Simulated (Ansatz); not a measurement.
**C12H22: small, medium and large basis sets**

Aim: see how fast density functionals converge with the basis set for C12H22.

The runs use Ansatz 0.2.0, Gaussian basis; one geometry, several basis sets.

The runs, in order: PBE0-D4/def2-SVP; ωB97M-V/def2-SVP; PBE0-D4/def2-QZVPP; ωB97M-V/def2-QZVPP; the functionals' def2-TZVPP values are taken from earlier runs.

## Step 1: The geometry

An earlier PBE0-D4 in a triple-zeta def2 set relaxation fixed the geometry.

SMILES `C1CCC(C2CCCCC2)CC1`, 34 atoms, charge 0, spin multiplicity 1.

Atoms are counted from 1 here; the program's logs count them from 0.

Bond lengths: C1–C2 1.533 Å, C1–C12 1.531 Å, C1–H13 1.094 Å, C1–H14 1.094 Å, C2–C3 1.520 Å, C2–H15 1.093 Å, C2–H16 1.096 Å, C3–C4 1.535 Å, C3–H17 1.093 Å, C3–H18 1.097 Å, C4–C5 1.538 Å, C4–C11 1.543 Å, C4–H19 1.096 Å, C5–C6 1.533 Å, C5–C10 1.531 Å, C5–H20 1.099 Å, C6–C7 1.524 Å, C6–H21 1.097 Å and more. Angles: C2–C1–C12 111.2°, C2–C1–H13 110.0°, C2–C1–H14 109.7°, C12–C1–H13 109.6°, C12–C1–H14 109.9°, H13–C1–H14 106.3°, C1–C2–C3 110.6°, C1–C2–H15 110.4°, C1–C2–H16 110.1°, C3–C2–H15 110.8°, C3–C2–H16 108.7°, H15–C2–H16 106.1°, C2–C3–C4 111.2°, C2–C3–H17 110.6°, C2–C3–H18 108.9°, C4–C3–H17 110.1°, C4–C3–H18 109.8°, H17–C3–H18 106.1° and more.

## Step 2: PBE0-D4 in def2-SVP

Input file in.yaml:

```yaml
crystal:
  periodic: [false, false, false]
  atoms:
    - {symbol: C, position_ang: [-0.223950, 0.884136, 3.380840]}
    - {symbol: C, position_ang: [-0.864973, -0.373160, 2.782496]}
    - {symbol: C, position_ang: [-0.119006, -0.811847, 1.532600]}
    - {symbol: C, position_ang: [-0.279637, 0.213261, 0.401910]}
    - {symbol: C, position_ang: [0.823452, 0.086118, -0.662988]}
    - {symbol: C, position_ang: [0.520630, 0.896614, -1.927997]}
    - {symbol: C, position_ang: [-0.602660, 0.294914, -2.764543]}
    - {symbol: C, position_ang: [-0.316747, -1.155936, -3.124365]}
    - {symbol: C, position_ang: [-0.014092, -1.981177, -1.881743]}
    - {symbol: C, position_ang: [1.118937, -1.358223, -1.077262]}
    - {symbol: C, position_ang: [-0.338673, 1.639551, 0.988569]}
    - {symbol: C, position_ang: [0.431926, 1.742016, 2.295795]}
    - {symbol: H, position_ang: [0.523985, 0.602579, 4.128430]}
    - {symbol: H, position_ang: [-0.982208, 1.468791, 3.910661]}
    - {symbol: H, position_ang: [-0.888920, -1.177144, 3.522764]}
    - {symbol: H, position_ang: [-1.909282, -0.173150, 2.517225]}
    - {symbol: H, position_ang: [-0.467953, -1.793270, 1.201531]}
    - {symbol: H, position_ang: [0.944034, -0.933650, 1.776638]}
    - {symbol: H, position_ang: [-1.244830, 0.012666, -0.076459]}
    - {symbol: H, position_ang: [1.739385, 0.493055, -0.211586]}
    - {symbol: H, position_ang: [1.431199, 0.932629, -2.538436]}
    - {symbol: H, position_ang: [0.282778, 1.934471, -1.679859]}
    - {symbol: H, position_ang: [-1.548490, 0.351240, -2.213416]}
    - {symbol: H, position_ang: [-0.745188, 0.889585, -3.672016]}
    - {symbol: H, position_ang: [0.550811, -1.194268, -3.795731]}
    - {symbol: H, position_ang: [-1.157618, -1.585724, -3.677203]}
    - {symbol: H, position_ang: [0.246641, -3.006444, -2.161476]}
    - {symbol: H, position_ang: [-0.916166, -2.052245, -1.262020]}
    - {symbol: H, position_ang: [1.351020, -1.972495, -0.204391]}
    - {symbol: H, position_ang: [2.024632, -1.356188, -1.696469]}
    - {symbol: H, position_ang: [-1.379982, 1.926683, 1.170217]}
    - {symbol: H, position_ang: [0.047802, 2.362500, 0.266625]}
    - {symbol: H, position_ang: [0.500242, 2.782942, 2.622838]}
    - {symbol: H, position_ang: [1.462885, 1.411125, 2.128803]}
basis:
  gaussian: {orbitals: def2-SVP}
hamiltonian: {xc: pbe0, dispersion: d4}
output: {orbitals: {seedname: orbitals}}
```

The run is started by

```bash
$ ansatz run in.yaml --threads 11 --pin off --events-out ev --progress --plain --max-ram 174080MiB --backend cuda --devices 0, --max-vram 75GiB
```

After this run come: ωB97M-V in def2-SVP; PBE0-D4 in def2-QZVPP; ωB97M-V in def2-QZVPP.

Q: Predict the results of all the runs planned. Wanted: PBE0-D4: double and triple zeta above quadruple; ωB97M-V: double and triple zeta above quadruple.

The runs gave:

```
                                       quantity           value
PBE0-D4: double and triple zeta above quadruple  14.06, 0.70 eV
ωB97M-V: double and triple zeta above quadruple  14.87, 0.67 eV
```

What this shows: PBE0-D4 gains 13.37 eV from double to triple zeta, then 0.70 eV more. Total energies overstate the basis error of differences, where much of it tends to cancel. The LUMO of ωB97M-V is positive and keeps falling with the basis (3.19 to 1.73 eV): an unbound level that the basis holds in place.
